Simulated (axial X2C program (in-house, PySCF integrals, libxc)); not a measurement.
# All-electron X2C curves of VS

What are the state, bond length, wavenumber and bond energy of VS, and what does spin–orbit coupling change?

Program: an in-house X2C program for linear molecules on PySCF integrals. Level of theory: all-electron X2C, V dyall-cv3z, S dyall-av3z. These are calculated values, not measurements.

### Step 1. Input

Contents of task.json:

```json
{
 "zs": [
  23,
  16
 ],
 "q": 0,
 "bas": [
  "dyall-cv3z",
  "dyall-av3z"
 ],
 "levels": [
  "PBE0",
  "HF",
  "PBE50"
 ],
 "cc": true,
 "r0": 2.06,
 "thr": -2.0,
 "nmax": 90,
 "npts": 10,
 "nst": 2,
 "ntry": 6
}
```

Keys: zs atomic numbers; q charge; bas basis sets; levels methods (HF also brings MP2); cc coupled cluster on or off; r0 starting distance in Å; thr threshold in hartree for freezing inner shells (an s shell follows its p shell); nmax most natural virtual spinors; npts points asked for on the curve; nst determinants followed; ntry starts of the search.

Launch:

```sh
$ python so2c.py task.json out
```

Spin-free means the one-electron spin-free X2C Hamiltonian; two-component (2c) means X2C with spin–orbit coupling and atomic mean-field two-electron Coulomb and Gaunt terms. Basis: V dyall-cv3z contracted to [10s10p6d4f2g], S dyall-av3z contracted to [9s8p3d2f]; Gaussian nuclei, density fitting. Masses: V 50.944 u, S 31.972 u.

Notation: σ, π±, δ± give the projection m of an orbital's angular momentum (0, ±1, ±2), α and β its spin, Λ and M_S the sums; ω is the projection of a spinor's total angular momentum and Ω the sum. Logs are in hartree.

The results follow Hamiltonian by Hamiltonian and level by level.

### Step 2. Search for the lowest determinant

Determinants are compared with PBE0 at 2.060 Å.

Spin-free determinants:

```
ΔE (eV)             state                          open shells
   0.00  M_S = 3/2, Λ = 0   beyond closed shells: σα, δ+α, δ-α
   0.69  M_S = 3/2, Λ = 3   beyond closed shells: σα, π+α, δ+α
   0.79  M_S = 3/2, Λ = 1   beyond closed shells: σα, π-α, δ+α
   0.93  M_S = 3/2, Λ = 1  beyond closed shells: π+α, δ+α, δ-α
   1.11  M_S = 1/2, Λ = 0   beyond closed shells: σβ, δ+α, δ-α
   1.41  M_S = 3/2, Λ = 2  beyond closed shells: π+α, π-α, δ+α
   1.53  M_S = 1/2, Λ = 2            beyond closed shells: δ+α
```

Two-component determinants:

```
ΔE (eV)    state                                        open shells
   0.00  Ω = 3/2   excess of +ω over −ω: ω = 1/2, ω = -3/2, ω = 5/2
   0.65  Ω = 3/2                      excess of +ω over −ω: ω = 3/2
   0.73  Ω = 9/2    excess of +ω over −ω: ω = 1/2, ω = 3/2, ω = 5/2
   0.79  Ω = 1/2                      excess of +ω over −ω: ω = 1/2
   0.79  Ω = 5/2                      excess of +ω over −ω: ω = 5/2
   0.91  Ω = 1/2  excess of +ω over −ω: ω = -1/2, ω = -3/2, ω = 5/2
   0.94  Ω = 5/2                      excess of +ω over −ω: ω = 5/2
```

### Step 3. PBE0, spin-free

State followed: M_S = 3/2, Λ = 0 (beyond closed shells: σα, δ+α, δ-α). The scan is laid around 2.049 Å, a first estimate of the minimum, and this SCF restarts from the orbitals of the search.

Output at 2.049 Å:

```text
spin-free X2C-1e  PBE0
basis functions 178  fitting functions 957  grid points 5077
iter        total energy     max residual
   1      -1347.702665194     1.38e+00
   2      -1348.240120057     1.60e-02
   3      -1348.235963185     3.09e-02
   4      -1348.240620704     1.30e-02
   5      -1348.242852749     2.22e-03
   6      -1348.242916997     2.11e-04
   7      -1348.242918298     9.36e-05
   8      -1348.242918704     1.14e-04
   9      -1348.242918996     1.08e-05
  10      -1348.242919004     2.13e-06
  11      -1348.242919004     1.20e-06
converged
one-electron -2045.21864093  Coulomb 673.13293812  exact exchange -17.42626938  xc functional -53.77107059  nuclear repulsion 95.04012378
```

Along the bond, energies from the lowest point:

| R (Å) | E (eV) | μ (D) | HOMO (eV) | LUMO (eV) | iterations |
| --- | --- | --- | --- | --- | --- |
| 1.783 | 1.1439 | -4.13 | -5.47 | -1.83 | 15 |
| 1.865 | 0.4697 | -4.64 | -5.61 | -2.00 | 14 |
| 1.926 | 0.1822 | -5.03 | -5.71 | -2.13 | 14 |
| 1.988 | 0.0366 | -5.40 | -5.81 | -2.28 | 14 |
| 2.049 | 0.0000 | -5.75 | -5.90 | -2.43 | 11 |
| 2.121 | 0.0604 | -6.13 | -6.00 | -2.58 | 15 |
| 2.192 | 0.2007 | -6.46 | -6.08 | -2.72 | 15 |
| 2.285 | 0.4592 | -6.82 | -6.17 | -2.88 | 15 |
| 2.397 | 0.8443 | -7.17 | -5.93 | -3.03 | 15 |
| 2.561 | 1.4554 | -7.48 | -5.66 | -3.21 | 18 |

Dipoles are positive if S is the positive end.

Outer orbitals at the reference distance:

```tsv
symmetry	occupied	ε (eV)	atomic character
σβ	yes	-17.82	69% S s, 10% V p, 10% V d
σα	yes	-17.24	68% S s, 12% V d, 10% V p
σα	yes	-8.05	48% S p, 44% V d, 4% S s
σβ	yes	-7.62	76% S p, 13% V d, 6% V s
π-β	yes	-6.98	72% S p, 17% V d, 5% V p
π+β	yes	-6.98	72% S p, 17% V d, 5% V p
π-α	yes	-6.87	56% S p, 34% V d, 5% V p
π+α	yes	-6.87	56% S p, 34% V d, 5% V p
δ+α	yes	-6.35	99% V d
δ-α	yes	-6.35	99% V d
σα	yes	-5.90	42% V s, 29% V d, 23% S p
σα	no	-2.43	43% V p, 20% V s, 17% S p
π+α	no	-2.36	56% V d, 23% V p, 17% S p
π-α	no	-2.36	56% V d, 23% V p, 17% S p
σβ	no	-2.10	56% V s, 26% V p, 7% S s
```

PBE0 fields in the half plane through the axis: z from -2.4 to 4.2 Å across, distance from the axis 0.15 to 2.25 Å upwards; V lies at z = 0 and S at z = 2.049 Å; the ELF is damped to zero where the density is low.

log10 density (e/bohr³). Ten even steps from '0' (-4.35 ) to '9' (1.40 ):
```
00011122222222222111000
00112222333333332221110
01122233333333333332210
01122334444444444433221
11223344554455555443321
11223456665555665554322
11234567776556666654332
12234578987666897654432
```

ELF. Ten even steps from ' ' (0.00 ) to '@' (0.90 ):
```
        ..::------::::............            
      ..::--========--::----------::....      
      ..::--========--==++++****++++==::..    
      ......::--==----==####%%%%####**==::..  
            ..--==::..==%%@@@@@@@@@@%%**==::  
            ..++##++..--%%@@%%%%@@@@@@%%**--..
          ..++%%@@%%----%%##....::@@@@@@##==..
        ..**@@==@@==%%--%%::%%%%--##@@@@##++::
```

Re = 2.043 Å, ωe = 557 cm⁻¹, ωexe = 2 cm⁻¹, Be = 0.2057 cm⁻¹, De = 4.30 eV, μ = -5.71 D.

### Step 4. HF, spin-free

Output at 2.049 Å:

```text
spin-free X2C-1e  HF
basis functions 178  fitting functions 957  grid points 5077
iter        total energy     max residual
   1      -1346.750656546     1.41e-01
   2      -1346.783079245     3.14e-02
   3      -1346.788103981     1.97e-02
   4      -1346.796378787     9.82e-03
   5      -1346.799736935     5.72e-03
   6      -1346.801559456     4.44e-03
   7      -1346.802599770     1.77e-03
   8      -1346.802935240     8.34e-04
   9      -1346.803123750     6.39e-04
  10      -1346.803254453     6.19e-04
  11      -1346.803521804     4.77e-04
  12      -1346.803687827     3.24e-04
  13      -1346.803711653     2.08e-04
  14      -1346.803741295     1.73e-04
  15      -1346.803745946     2.21e-05
  16      -1346.803746053     9.33e-06
  17      -1346.803746062     2.16e-06
  18      -1346.803746063     8.14e-07
converged
one-electron -2043.72253516  Coulomb 671.72658441  exact exchange -69.84791909  xc functional 0.00000000  nuclear repulsion 95.04012378
```

No constants are quoted: the solution changes its character somewhere along the scan, so the fit is set aside.

### Step 5. PBE50, spin-free

Output at 2.049 Å:

```text
spin-free X2C-1e  PBE50
basis functions 178  fitting functions 957  grid points 5077
iter        total energy     max residual
   1      -1348.268234250     4.88e-02
   2      -1348.271690024     1.65e-02
   3      -1348.262833131     2.82e-02
   4      -1348.274383512     1.81e-03
   5      -1348.274604360     1.65e-03
   6      -1348.274719242     1.12e-03
   7      -1348.274805736     4.26e-04
   8      -1348.274819041     1.32e-04
   9      -1348.274821529     9.61e-05
  10      -1348.274822577     3.56e-05
  11      -1348.274822803     1.38e-05
  12      -1348.274822830     6.53e-06
  13      -1348.274822833     1.90e-06
  14      -1348.274822834     1.02e-06
converged
one-electron -2045.29675262  Coulomb 673.25862156  exact exchange -34.89125722  xc functional -36.38555833  nuclear repulsion 95.04012378
```

Re = 2.049 Å, ωe = 555 cm⁻¹, ωexe = 1.64 cm⁻¹, Be = 0.2043 cm⁻¹, De = 3.74 eV, μ = -7.00 D.

### Step 6. Correlated methods, spin-free

Correlated methods: 11 electrons correlated (frozen shells, counted by type: V 3 s, 2 p; S 2 s, 1 p), 279 virtual spinors in MP2, 89 natural virtuals in coupled cluster.

Output of the correlated part at 2.049 Å:

```text
correlated 11  virtual 279  natural virtual 89  E(MP2) -0.261249850  MP2 remainder -0.012455045
iter   CCSD correlation   residual
   1     -0.257558010   1.70e-01
   2     -0.267991874   1.07e-01
   3     -0.277864275   6.72e-02
   4     -0.282377671   4.13e-02
   5     -0.284511243   2.09e-02
   6     -0.284985026   1.07e-02
   7     -0.285253359   6.89e-03
   8     -0.285330668   3.32e-03
   9     -0.285307992   1.37e-03
  10     -0.285340010   6.36e-04
  11     -0.285328629   3.35e-04
  12     -0.285337278   2.23e-04
  13     -0.285333350   1.52e-04
  14     -0.285332266   9.77e-05
  15     -0.285332165   5.72e-05
  16     -0.285332776   3.21e-05
  17     -0.285332955   1.77e-05
  18     -0.285333078   1.12e-05
  19     -0.285332903   6.10e-06
  20     -0.285332853   3.51e-06
  21     -0.285332694   2.30e-06
  22     -0.285332660   1.28e-06
  23     -0.285332625   6.90e-07
  24     -0.285332619   4.16e-07
(T) -0.021149692  T1 0.1073  D1 0.2177  max T2 0.062
```

T1 in the output is the amplitude norm over the root of the electron number; divide by √2 for the Lee–Taylor value.

MP2: No constants are quoted: the reference changes its character somewhere along the scan, so the fit is set aside.

CCSD: No constants are quoted: the reference changes its character somewhere along the scan, so the fit is set aside.

CCSD(T): No constants are quoted: the reference changes its character somewhere along the scan, so the fit is set aside.

### Step 7. A higher determinant, spin-free

State: M_S = 3/2, Λ = 3 (beyond closed shells: σα, π+α, δ+α).

Output at the reference distance:

```text
spin-free X2C-1e  PBE0
basis functions 178  fitting functions 957  grid points 5077
iter        total energy     max residual
   1      -1347.673366683     1.39e+00
   2      -1348.214309037     1.79e-02
   3      -1348.211419095     3.05e-02
   4      -1348.216337303     8.32e-03
   5      -1348.217191501     3.05e-03
   6      -1348.217299714     1.75e-04
   7      -1348.217300799     1.18e-04
   8      -1348.217301143     1.17e-04
   9      -1348.217301451     1.29e-05
  10      -1348.217301473     8.77e-06
  11      -1348.217301482     4.29e-06
  12      -1348.217301485     2.78e-06
  13      -1348.217301485     4.93e-07
converged
one-electron -2044.49287784  Coulomb 672.38963486  exact exchange -17.42151373  xc functional -53.73266856  nuclear repulsion 95.04012378
```

| R (Å) | E above the lowest PBE0 point (eV) |
| --- | --- |
| 1.783 | 1.994 |
| 1.865 | 1.276 |
| 1.926 | 0.954 |
| 1.988 | 0.772 |
| 2.049 | 0.697 |
| 2.121 | 0.709 |
| 2.192 | 0.794 |
| 2.285 | 0.968 |
| 2.397 | 1.228 |

Re = 2.075 Å, ωe = 504 cm⁻¹, ωexe = 3.2 cm⁻¹, Be = 0.1994 cm⁻¹, μ = -5.45 D. Te = 0.69 eV.

### Step 8. The spin-free curves together

Energy (eV) of the followed determinant, spin-free, from each level's lowest point:

| R (Å) | PBE0 | HF (jumps) | MP2 (its reference jumps) | CCSD (its reference jumps) | CCSD(T) (its reference jumps) | PBE50 |
| --- | --- | --- | --- | --- | --- | --- |
| 1.783 | 1.144 | 2.050 | 0.998 | n/a | n/a | 1.197 |
| 1.865 | 0.470 | 1.151 | 0.348 | 0.569 | 0.543 | 0.504 |
| 1.926 | 0.182 | 0.700 | 0.090 | 0.237 | 0.219 | 0.204 |
| 1.988 | 0.037 | 0.395 | 0.000 | 0.056 | 0.047 | 0.047 |
| 2.049 | 0.000 | 0.198 | 0.078 | 0.000 | 0.000 | 0.000 |
| 2.121 | 0.060 | 0.063 | 0.296 | 0.055 | 0.068 | 0.051 |
| 2.192 | 0.201 | 0.001 | 0.520 | 0.194 | 0.222 | 0.186 |
| 2.285 | 0.459 | 0.000 | 0.789 | 0.444 | 0.496 | 0.443 |
| 2.397 | 0.844 | 0.085 | 1.104 | n/a | n/a | 0.835 |
| 2.561 | 1.455 | 0.316 | 1.549 | n/a | n/a | 1.449 |

(Part 1 of 2 ends here.)
